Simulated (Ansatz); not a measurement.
From input file to script: RbSbO3, space group Pm-3m in Ansatz 0.2.0.

```yaml
crystal:
  lattice:
    - [4.09054, 0.0, 0.0]
    - [0.0, 4.09054, 0.0]
    - [0.0, 0.0, 4.09054]
  atoms:
    - { symbol: Rb, position: [0.0, 0.0, 0.0] }
    - { symbol: Sb, position: [0.5, 0.5, 0.5] }
    - { symbol: O, position: [0.5, 0.5, 0.0] }
    - { symbol: O, position: [0.5, 0.0, 0.5] }
    - { symbol: O, position: [0.0, 0.5, 0.5] }
basis:
  ecutwfc: 517.016338673772
kpoints:
  mp_grid:
    grid: [4, 4, 4]
hamiltonian:
  xc: pbesol
scf:
  n_extra_bands: 16
  occupations:
    method: fermi_dirac
    width: 0.02
output:
  dos:
    de: 0.05
    projected: true
```

`rbsbo3.py`:
```python
from collections import Counter
import json
import warnings

import ansatz
import numpy as np

KGRID = (4, 4, 4)
OCCUPATIONS = "fermi_dirac"
XC = "pbesol"
N_EMPTY = 16

warnings.simplefilter("ignore", ansatz.DeckWarning)

vectors = np.array([
    [4.09054, 0.0, 0.0],
    [0.0, 4.09054, 0.0],
    [0.0, 0.0, 4.09054],
])
structure = (
    ansatz.Lattice.of(vectors)
    .atom("Rb", (0.0, 0.0, 0.0))
    .atom("Sb", (0.5, 0.5, 0.5))
    .atom("O", (0.5, 0.5, 0.0))
    .atom("O", (0.5, 0.0, 0.5))
    .atom("O", (0.0, 0.5, 0.5))
)

setup = (
    structure.calculation()
    .kpoints(*KGRID)
    .basis(38 * ansatz.Ry)
    .occupations(OCCUPATIONS, width=20 * ansatz.meV)
    .functional(XC)
    .scf(extra_bands=N_EMPTY)
    .density_of_states(projected=True, energy_step=0.05)
)
out = setup.run(events_out="events.ndjson")
summary = out.report
with open("events.ndjson") as stream:
    kinds = Counter(json.loads(line)["event"] for line in stream)
print("events:", {kind: kinds[kind] for kind in ("scf_iter", "scf_done", "notice", "finished")})

dos = out.density_of_states()
energy = np.asarray(dos.energies_ev) - dos.fermi_ev
curves = {}
for site in out.projected_density_of_states().sites:
    for shell in site.shells:
        weight = sum(np.sum(curve.g_bin_mean_per_ev, axis=0) for curve in shell.curves)
        name = f"{site.species} {shell.label}"
        curves[name] = curves.get(name, 0) + weight

step = energy[1] - energy[0]
windows = [(-10, -5), (-5, 0), (0, 4)]
print("states by shell in windows of E - E_F (eV):", windows)
for name, g in curves.items():
    print(f"{name:8s}", " ".join(f"{step * g[(energy >= a) & (energy < b)].sum():8.3f}" for a, b in windows))
filled = (energy < 0) & (energy > -10)
for name, g in curves.items():
    if g[filled].sum() * step > 0.5:
        print(f"centre of {name}: {np.average(energy[filled], weights=g[filled]):.2f} eV")
```

`python rbsbo3.py` gives:
```text
events: {'scf_iter': 7, 'scf_done': 1, 'notice': 2, 'finished': 1}
states by shell in windows of E - E_F (eV): [(-10, -5), (-5, 0), (0, 4)]
Rb 4S       0.001    0.017    0.001
Rb 5S       0.012    0.074    0.001
Rb 4P       5.576    0.363    0.002
Sb 5S       0.603    0.078    0.614
Sb 5P       0.576    0.555    0.173
Sb 4D       0.008    0.030    0.002
O 2S        0.273    0.193    0.152
O 2P        2.150   13.054    0.695
centre of Rb 4P: -7.39 eV
centre of Sb 5S: -7.86 eV
centre of Sb 5P: -4.95 eV
centre of O 2P: -2.44 eV
```

The mesh is modest for a metal, so energies can be off by several to tens of meV an atom and pressures by half a GPa or more; differences at equal mesh fare better. The empty d shell of the heavier alkali and alkaline-earth atoms, which makes much of a conduction band, may have no channel. The structure comes from a database of computed cells and needn't be a stable or known phase. Curves are summed over the cell's atoms. Only shells that the potentials hold have channels, so projections don't add up to the total, least of all where a shell is missing (p of most metals); heights and places of peaks move with the mesh. The density of states is complete only as far up as bands were computed. A band centre counts only the states inside the window taken. Hardware and time: 2.9 s on 1 thread of Arm Neoverse V2, with other jobs on the host, peak memory 0.39 GiB.

(Lines on the test bed's own set-up are left out of the output.)
